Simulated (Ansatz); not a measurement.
# Pd: stress in a strained cell

Pd is deformed so: equal xx and yy strain of -1 %. What stress and forces result, by LAPW, PAW and all-electron datasets made for the crystal?

Computed with Ansatz 0.2.0 (DFT LDA, scalar-relativistic, unless a step's input says otherwise).

## (1) The starting structure

The structure is cubic, space group Fm-3m (No. 225). The conventional cell has a = 3.890 Å, b = 3.890 Å, c = 3.890 Å, α = 90.00°, β = 90.00°, γ = 90.00°. Pd (site symmetry m-3m) has 12 Pd at 2.75 Å as nearest neighbours.

Structure file:

```cif
data_structure
_symmetry_space_group_name_H-M 'P 1'
_symmetry_Int_Tables_number 1
_cell_length_a 2.7505
_cell_length_b 2.7505
_cell_length_c 2.7505
_cell_angle_alpha 60.000
_cell_angle_beta 60.000
_cell_angle_gamma 60.000
_cell_volume 14.71
loop_
_atom_site_label
_atom_site_type_symbol
_atom_site_fract_x
_atom_site_fract_y
_atom_site_fract_z
_atom_site_occupancy
Pd1 Pd 0.00000 0.00000 0.00000 1
```

## (2) After the deformation

Space group Fm-3m before, I4/mmm after.

## (3) All-electron LAPW

The input, input.yaml:

```yaml
crystal:
  lattice:
    - [0.0, 1.925451, 1.9449]
    - [1.925451, 0.0, 1.9449]
    - [1.925451, 1.925451, 0.0]
  atoms:
    - { symbol: Pd, position: [0.0, 0.0, 0.0] }
kpoints:
  mp_grid: { grid: [18, 18, 18] }
  band_path:
    path:
      - [0.0, 0.0, 0.0]
      - [0.0, 0.5, 0.5]
      - [0.25, 0.75, 0.5]
      - [0.0, 0.5, 0.0]
      - [0.0, 0.0, 0.0]
      - [0.5, 0.5, 0.0]
      - [0.3725125, 0.6274875, 0.0]
      - [-0.3725125, 0.3725125, 0.0]
      - [0.0, 0.0, 0.0]
    npoints: 5
scf:
  occupations: { method: fermi_dirac, width: 0.05 }
hamiltonian:
  xc: lda
  pseudopotentials: { kind: all_electron, lapw: { basis_error: 0.00025 } }
output:
  forces: true
  stress: true
  eigenvalues: true
```

Run with:

```
> ansatz run input.yaml --threads 1 --pin off --max-ram 3072MiB --backend cpu --events-out ev --progress --plain --runs-dir out
```

## (4) Frozen-core PAW

The input, input.yaml:

```yaml
crystal:
  lattice:
    - [0.0, 1.925451, 1.9449]
    - [1.925451, 0.0, 1.9449]
    - [1.925451, 1.925451, 0.0]
  atoms:
    - { symbol: Pd, position: [0.0, 0.0, 0.0] }
kpoints:
  mp_grid: { grid: [18, 18, 18] }
scf:
  occupations: { method: fermi_dirac, width: 0.05 }
hamiltonian:
  xc: lda
  pseudopotentials: { kind: paw }
output:
  forces: true
  stress: true
  eigenvalues: true
  efg: { contact_densities: true }
```

## (5) Datasets made for this crystal

input.yaml, as its differences from that of step 4:

```diff
@@ -13,3 +13,3 @@
   xc: lda
-  pseudopotentials: { kind: paw }
+  pseudopotentials: { kind: all_electron, datasets: crystal }
 output:
```

(Steps that only read results are left out.)

What does the calculation give? Wanted: pressure; largest shear or deviatoric stress.

The runs gave:

| quantity | value |
| --- | --- |
| pressure | LAPW -4.14, PAW -4.12, crystal datasets -4.14 GPa |
| largest shear or deviatoric stress (LAPW) | 0.46 GPa |

**Reading.** The largest part of the stress beyond the pressure is 0.46 GPa in size, in the zz component. No run of the undeformed cell stands beside it, so the pressure holds what the given cell had before the change. PAW: stress within 0.02 GPa of LAPW. Crystal datasets: stress within 0.01 GPa of LAPW.
